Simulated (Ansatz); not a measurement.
# TiSi2: the cost of one run

Computed with Ansatz 0.2.0 (DFT PBEsol, scalar-relativistic, plane waves, PAW, unless a step's input says otherwise).

3 further runs of the same task are left out: 1 that didn't finish, 2 set aside as unsound or not needed. Runs told in other sessions of the task aren't counted.

### 1 Starting point

Symmetry: Immm, No. 71, orthorhombic system. Conventional cell: a = 2.946 Å, b = 3.424 Å, c = 8.424 Å, α = 90.00°, β = 90.00°, γ = 90.00°. Around Ti (site symmetry mmm) lie 10 Si at 2.67 to 2.78 Å and 2 Ti at 2.95 Å. Around Si (site symmetry mm2) lie 7 Si at 2.63 to 2.95 Å and 5 Ti at 2.67 to 2.78 Å.

Coordinates:

```xyz
3
Lattice="-1.4729 1.7121 4.2121 1.4729 -1.7121 4.2121 1.4729 1.7121 -4.2121" Properties=species:S:1:pos:R:3 pbc="T T T"
Ti    0.0000    0.0000    0.0000
Si    0.0000    0.0000    2.7793
Si    0.0000    0.0000    5.6448
```

Source of the structure: the Materials Project (structure only).

### 5 The grid

Atoms count from 1 in the order of the input.

The energy is mapped over a free internal coordinate and the cell.

- shift of Si2 along [0 0 1], its symmetry partners moved as symmetry demands (measured in the relaxed cell): 5 values from −0.150 to 0.150 Å
- volume per atom at fixed shape: 5 values from 12.70 to 14.91 Å³

Nothing else is relaxed (all other coordinates fixed). Energies count from the relaxed crystal. Points are written as (first, second).

(The set-up runs are not shown.)

### 6 Point (−0.150 Å, 13.81 Å³)

Input file input.yaml:

```yaml
crystal:
  lattice:
    - [-1.4670366439, 1.6941809679, 4.1669871775]
    - [1.4670366439, -1.6941809679, 4.1669871775]
    - [1.4670366439, 1.6941809679, -4.1669871775]
  atoms:
    - { symbol: Ti, position: [0.0, 0.0, 0.0] }
    - { symbol: Si, position: [0.3123890226, 0.3123890226, 0.0] }
    - { symbol: Si, position: [0.6876109774, 0.6876109774, 0.0] }
basis:
  ecutwfc: 520.0
kpoints:
  mp_grid: { grid: [18, 18, 18] }
hamiltonian:
  xc: pbesol
  pseudopotentials: { kind: paw, azcp: { folder: soft_1 } }
scf:
  occupations: { method: gaussian, width: 0.15 }
output:
  forces: true
  stress: true
  eigenvalues: true
```

Launch:

```sh
ansatz run input.yaml --threads 2 --pin off --max-ram 4096MiB --backend cpu --events-out ev --progress --plain --runs-dir out
```

**Question.** How long does this run take on 2 threads of Arm Neoverse N1, shared host, and how much memory does it need?

About 42 s, with a peak of 0.8 GiB.
